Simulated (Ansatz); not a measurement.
# ClFH4W: the cost of one run

Program: Ansatz 0.2.0. Level of theory: RKS PBE/def2-SVP. These are calculated values, not measurements.

### Step 1. The starting structure

Bond lengths: W1–Cl2 2.590 Å, W1–H3 1.920 Å, W1–H4 1.720 Å, W1–H5 1.720 Å, W1–H6 1.720 Å, W1–F7 1.850 Å. Angles (14 of 15 angles, heavy atoms first): Cl2–W1–F7 154.4°, Cl2–W1–H3 46.0°, Cl2–W1–H4 90.0°, Cl2–W1–H5 115.6°, Cl2–W1–H6 90.0°, H3–W1–F7 108.4°, H4–W1–F7 90.0°, H5–W1–F7 90.0°, H6–W1–F7 90.0°, H3–W1–H4 90.0°, H3–W1–H5 161.6°, H3–W1–H6 90.0°, H4–W1–H5 90.0°, H4–W1–H6 180.0°.

Coordinates:

```xyz
7

W     0.0000    0.0000    0.0000
Cl    1.1194    0.0000    2.3356
H     1.8219    0.0000    0.6057
H     0.0000    1.7200    0.0000
H    -1.7200    0.0000    0.0000
H     0.0000   -1.7200    0.0000
F     0.0000    0.0000   -1.8500
```

### Step 2. Pulling towards end A

Springs on the bonds that form and break draw the guess towards this end; the thresholds are loose.

Input file input.yaml:

```yaml
crystal:
  periodic: [false, false, false]
  atoms:
    - { symbol: W, position_ang: [0.0, 0.0, 0.0] }
    - { symbol: Cl, position_ang: [1.1194, 0.0, 2.3356] }
    - { symbol: H, position_ang: [1.8219, 0.0, 0.6057] }
    - { symbol: H, position_ang: [0.0, 1.72, 0.0] }
    - { symbol: H, position_ang: [-1.72, 0.0, 0.0] }
    - { symbol: H, position_ang: [0.0, -1.72, 0.0] }
    - { symbol: F, position_ang: [0.0, 0.0, -1.85] }
basis:
  gaussian: { orbitals: def2-SVP }
hamiltonian:
  xc: pbe
relax:
  f_tol: 0.15
  max_steps: 25
  restrain:
    - { distance: [1, 2], at: 2.57, k: 30.0 }
    - { distance: [0, 1], at: 2.39, k: 30.0 }
    - { distance: [0, 2], at: 1.72, k: 30.0 }
output:
  orbitals: {}
```

Launch:

```
$ ansatz run input.yaml --threads 2 --pin off --max-ram 3072MiB --backend cpu --events-out ev --progress --plain --runs-dir out
```

**Question.** How long does this run take on 2 threads of Arm Neoverse V1, shared host, and how much memory does it need?

About 46 s, with a peak of 0.17 GiB.
